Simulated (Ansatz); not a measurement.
**TaNH3+ (triplet): from Hartree-Fock to the top rungs, def2-SVP**

The task here is to estimate one member of a computed series from the others.

Method: def2-SVP, core rule «outside noble gas», up to 5 orbitals frozen; program: Ansatz 0.2.0, Gaussian basis.

To be run: UHF; CCSD(T) on ROHF; CCSD(T) on UHF; CISD as a restricted active space (open shells left free, so some higher excitations enter); CCSDT(Q) on ROHF; CCSDT(Q) on UHF.

5 further runs of the same task are left out: 2 for a known fault of the program, 3 set aside as unsound or not needed. Runs told in other sessions of the task aren't counted.

### The system

The geometry is a PBE0/def2-TZVP stationary point (not a proven minimum) of the parent state, kept for this charge and spin. No spin-orbit coupling is included. Elements past krypton take def2 core potentials.

5 atoms, charge 1, spin multiplicity 3.

Atoms are counted from 1 here; the program's logs count them from 0.

Bond lengths: Ta1–N2 2.238 Å, N2–H3 1.021 Å, N2–H4 1.021 Å, N2–H5 1.021 Å. Angles: Ta1–N2–H3 113.0°, Ta1–N2–H4 113.0°, Ta1–N2–H5 113.0°, H3–N2–H4 105.7°, H3–N2–H5 105.7°, H4–N2–H5 105.7°.

Set-up of the first run:

Contents of in.yaml:

```yaml
crystal:
  periodic: [false, false, false]
  atoms:
    - {symbol: Ta, position_ang: [-0.198620, 0.001311, 0.001055]}
    - {symbol: N, position_ang: [2.039579, -0.013462, -0.010831]}
    - {symbol: H, position_ang: [2.431818, -0.955626, -0.007922]}
    - {symbol: H, position_ang: [2.445429, 0.457999, 0.798207]}
    - {symbol: H, position_ang: [2.436730, 0.449352, -0.829126]}
basis:
  gaussian: {orbitals: def2-SVP}
total_charge: 1
magnetization: {spin_polarized: true, initial_magnetization: 2}
hamiltonian: {xc: hf}
output: {orbitals: {seedname: orbitals}}
```

Command:

```console
$ ansatz run in.yaml --threads 1 --pin off --events-out ev --progress --plain --max-ram 4096MiB --backend cpu
```

Among the steps run: UHF; CCSD(T) on ROHF; CCSD(T) on UHF; CISD as a restricted active space (open shells left free, so some higher excitations enter); CCSDT(Q) on ROHF; CCSDT(Q) on UHF.

One of the session's tables, all rows but one given; the rest of the session is left out.

```
   method  from RCCSDT(Q) (meV)
     ROHF               +7523.4
      UHF               +7169.7
     RMP2               +1032.1
     UMP2                +962.9
    RCCSD                +285.3
    UCCSD                +156.6
 RCCSD(T)                 +73.2
 UCCSD(T)                     ?
   RCCSDT                 +16.9
   UCCSDT                -194.3
RCCSDT(Q)                     0
UCCSDT(Q)                -224.3
```

**Question.** Estimate the row for UCCSD(T).

As computed: from RCCSDT(Q) (meV): -79.3. In the column «from RCCSDT(Q) (meV)» it lies between UCCSDT (-194.3) and RCCSDT(Q) (0).

Not comparable, so not listed: CISD as a restricted active space (open shells left free, so some higher excitations enter) (they don't share determinant, frozen orbitals or solution with the rows shown, or repeat one).

Caveats from the session: The determinant of HF (⟨S²⟩ 2.71) is far from a pure spin state, so its energy mixes those of several spin states; that is harmless only where they are near-degenerate. The determinant of CCSD(T) (⟨S²⟩ 2.80) is far from a pure spin state, so its energy mixes those of several spin states; high orders of coupled cluster remove much of that, low ones don't. The determinant of CCSDT(Q) (⟨S²⟩ 2.80) is far from a pure spin state, so its energy mixes those of several spin states; high orders of coupled cluster remove much of that, low ones don't. The program flags UCCSD(T), UCCSDT(Q) as in doubt, so read those rows with care; the flags are other amplitudes. Restricted and unrestricted rows rest on different reference determinants; a gap between their highest levels can come from leftover correlation error, from unlike frozen cores or from another state.
